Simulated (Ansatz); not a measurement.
# CdP2C: how the settings move a single-point run

How sensitive is a single-point run of CdP2C to its settings? A reference run comes first, then three runs with altered input. The cell is built on a prototype (ordering on zincblende) and needn't be the phase found in nature.

Computed with Ansatz 0.2.0 (reference: DFT, HSE06, plane waves, PAW, unless a step's input says otherwise).

1 further run of the same task is left out (it didn't finish).

## (1) The starting structure

It takes space group P-4m2 (No. 115, tetragonal). The conventional cell has a = 3.305 Å, b = 3.305 Å, c = 5.972 Å, α = 90.00°, β = 90.00°, γ = 90.00°. Around Cd (site symmetry -4m2) lie 4 P at 2.56 Å. P (site symmetry 2mm) has 2 C at 1.95 Å and 2 Cd at 2.56 Å as nearest neighbours. C (site symmetry -4m2) has 4 P at 1.95 Å as nearest neighbours.

Coordinates:

```cif
data_structure
_symmetry_space_group_name_H-M 'P 1'
_symmetry_Int_Tables_number 1
_cell_length_a 3.3048
_cell_length_b 3.3048
_cell_length_c 5.9718
_cell_angle_alpha 90.000
_cell_angle_beta 90.000
_cell_angle_gamma 90.000
_cell_volume 65.22
loop_
_atom_site_label
_atom_site_type_symbol
_atom_site_fract_x
_atom_site_fract_y
_atom_site_fract_z
_atom_site_occupancy
Cd1 Cd 0.00000 0.00000 0.00000 1
P1 P 0.00000 0.50000 0.32654 1
C1 C 0.50000 0.50000 0.50000 1
P2 P 0.50000 0.00000 0.67346 1
```

## (2) The reference run

The input, input.yaml:

```yaml
crystal:
  lattice:
    - [3.3048441637, 0.0, 0.0]
    - [0.0, 3.3048441637, 0.0]
    - [0.0, 0.0, 5.9718372581]
  atoms:
    - { symbol: Cd, position: [0.0, 0.0, 0.0] }
    - { symbol: P, position: [0.0, 0.5, 0.3265445761] }
    - { symbol: C, position: [0.5, 0.5, 0.5] }
    - { symbol: P, position: [0.5, 0.0, 0.6734554239] }
kpoints:
  mp_grid: { grid: [4, 4, 2] }
hamiltonian:
  xc: hse06
scf:
  occupations: { method: fermi_dirac, width: 0.02 }
  n_extra_bands: 5
output:
  forces: true
  stress: true
  eigenvalues: true
```

Launch:

```bash
ansatz run input.yaml --threads 4 --pin off --max-ram 3686MiB --backend cpu --events-out ev --progress --plain --runs-dir out
```

## (3) Changing settings: exchange pbe, correlation pbe, coeff 0.5, omega 0.1

Changes to input.yaml since step 2:

```diff
@@ -13,3 +13,3 @@
 hamiltonian:
-  xc: hse06
+  xc: { exchange: pbe, correlation: pbe, exx: { coeff: 0.5, omega: 0.1 } }
 scf:
```

## (4) Variant: exchange pbe, correlation pbe, coeff 0.75, omega 0.3

Changes to input.yaml since step 2:

```diff
@@ -13,3 +13,3 @@
 hamiltonian:
-  xc: hse06
+  xc: { exchange: pbe, correlation: pbe, exx: { coeff: 0.75, omega: 0.3 } }
 scf:
```

## (5) Variant: occupations.method cold, occupations.width 0.5

Changes to input.yaml since step 2:

```diff
@@ -15,3 +15,3 @@
 scf:
-  occupations: { method: fermi_dirac, width: 0.02 }
+  occupations: { method: cold, width: 0.5 }
   n_extra_bands: 5
```

Q: Predict the outcome of this session. Wanted: for each run, ending; energy change; pressure; gap; force.

**Answer**, as computed:

| run | ending | energy change | pressure (GPa) | gap (eV) | force (eV/Å) | cycles | time |
| --- | --- | --- | --- | --- | --- | --- | --- |
| reference | converged | 0 | -1.1 | 0.00 | 0.80 | 21 | 16 s |
| 1: exchange pbe, correlation pbe, coeff 0.5, omega 0.1 | converged | not comparable | -4.0 | 0.00 | 0.96 | 28 | 19 s |
| 2: exchange pbe, correlation pbe, coeff 0.75, omega 0.3 | converged | not comparable | -4.8 | 0.00 | 1.12 | 27 | 20 s |
| 3: occupations.method cold, occupations.width 0.5 | converged | +0.4 meV/atom (σ→0) | -1.2 | 0.00 | 0.79 | 23 | 16 s |

Residual by cycle in the longest SCF loop of each run; runs are numbered as in the table. The quantity is the density residual dr2, in eV.

| cycle | reference | run 1 | run 2 | run 3 |
| --- | --- | --- | --- | --- |
| 1 | 0.0327 | 9.7e-6 | 0.179 | 0.0633 |
| 2 | 0.00987 | 2.2e-6 | 0.0466 | 0.0198 |
| 3 | 0.00259 | 1.2e-6 | 0.0172 | 7.1e-4 |
| 4 | 0.00109 | 7.1e-8 | 0.00314 | 1.3e-4 |
| 5 | 2.6e-4 | 2.9e-8 | 0.00122 | 1.0e-5 |
| 6 | 3.7e-5 | 6.9e-9 | 2.3e-4 | 1.8e-6 |
| 7 | 4.0e-5 | 5.0e-9 | 9.4e-5 | 2.5e-7 |
| 8 | 1.5e-6 | 8.5e-10 | 1.4e-5 | 9.7e-9 |
| 9 | - | 3.5e-10 | - | 7.5e-10 |
| 10 | - | 1.0e-10 | - | - |

**Reading.** «occupations.method cold, occupations.width 0.5» moves the energy by +0.4 meV/atom.
